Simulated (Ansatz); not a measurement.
**CH₈O₂Si₂: relaxing the structure**

What shape does CH₈O₂Si₂ take? The plan is to relax it.

Method: RKS PBE0-D4/def2-TZVP; program: Ansatz 0.2.0, Gaussian basis.

Plan: relaxation at PBE0-D4/def2-TZVP.

1 further run of the same task is left out (set aside as unsound or not needed).

## (1) Starting geometry

13 atoms, charge 0, spin multiplicity 1.

Atoms are counted from 1 here; the program's logs count them from 0.

Bond lengths: C1–Si2 1.911 Å, C1–H6 1.085 Å, C1–H7 1.087 Å, C1–H8 1.088 Å, Si2–O3 1.627 Å, Si2–O4 1.646 Å, Si2–Si5 2.298 Å, O3–H9 0.954 Å, O4–H10 0.951 Å, Si5–H11 1.471 Å, Si5–H12 1.471 Å, Si5–H13 1.464 Å. Angles: Si2–C1–H6 111.1°, Si2–C1–H7 111.7°, Si2–C1–H8 111.7°, H6–C1–H7 107.2°, H6–C1–H8 107.5°, H7–C1–H8 107.4°, C1–Si2–O3 111.0°, C1–Si2–O4 107.9°, C1–Si2–Si5 114.7°, O3–Si2–O4 103.9°, O3–Si2–Si5 105.1°, O4–Si2–Si5 113.8°, Si2–O3–H9 120.6°, Si2–O4–H10 120.8°, Si2–Si5–H11 113.1°, Si2–Si5–H12 111.3°, Si2–Si5–H13 114.2°, H11–Si5–H12 105.0° and more.

As a file:

```
C    -1.3759   -0.6332   -0.9424
Si    0.3508   -0.1047   -0.3168
O     1.3901   -1.3564   -0.3478
O     0.9791    0.9567   -1.4065
Si    0.3943    0.6568    1.8510
H    -1.7503   -1.4846   -0.3828
H    -2.1042    0.1665   -0.8368
H    -1.3541   -0.9166   -1.9928
H     1.7795   -1.6436   -1.1704
H     0.5322    1.7724   -1.6061
H     1.2116    1.8675    2.0205
H    -0.9504    1.0376    2.3111
H     0.8975   -0.3184    2.8197
```

The start is a GFN2-xTB geometry.

## (2) Relaxation at PBE0-D4/def2-TZVP

in.yaml reads:

```yaml
crystal:
  periodic: [false, false, false]
  atoms:
    - {symbol: C, position_ang: [-1.375910, -0.633190, -0.942390]}
    - {symbol: Si, position_ang: [0.350750, -0.104750, -0.316810]}
    - {symbol: O, position_ang: [1.390080, -1.356380, -0.347770]}
    - {symbol: O, position_ang: [0.979100, 0.956710, -1.406460]}
    - {symbol: Si, position_ang: [0.394260, 0.656790, 1.850990]}
    - {symbol: H, position_ang: [-1.750300, -1.484590, -0.382760]}
    - {symbol: H, position_ang: [-2.104250, 0.166510, -0.836810]}
    - {symbol: H, position_ang: [-1.354130, -0.916570, -1.992760]}
    - {symbol: H, position_ang: [1.779460, -1.643640, -1.170410]}
    - {symbol: H, position_ang: [0.532190, 1.772360, -1.606140]}
    - {symbol: H, position_ang: [1.211590, 1.867540, 2.020460]}
    - {symbol: H, position_ang: [-0.950400, 1.037640, 2.311120]}
    - {symbol: H, position_ang: [0.897550, -0.318430, 2.819750]}
basis:
  gaussian: {orbitals: def2-TZVP}
hamiltonian: {xc: pbe0, dispersion: d4}
relax: {f_tol: 0.005, max_steps: 150}
```

Run with:

```
$ ansatz run in.yaml --threads 2 --pin off --events-out ev --progress --plain --max-ram 32768MiB --backend cuda --devices 0, --max-vram 18GiB
```

**Question.** What will the summary of the whole plan be? Wanted: point group; shift from the start; total energy; dispersion term; dipole moment.

As calculated:

| quantity | value |
| --- | --- |
| point group | C1 |
| steps | 26 |
| shift from the start (rms) | 0.462 Å |
| total energy | -21010.2582 eV |
| dispersion term | -248 meV |
| dipole moment | 2.62 D |

In words: The relaxed geometry lies 0.46 Å (rms) from the start; the bond that changed most is Si2–Si5, from 2.298 to 2.347 Å. No vibrations were run, so it is not proven to be a minimum. The largest Mulliken charge, +0.59 e, sits on Si2.
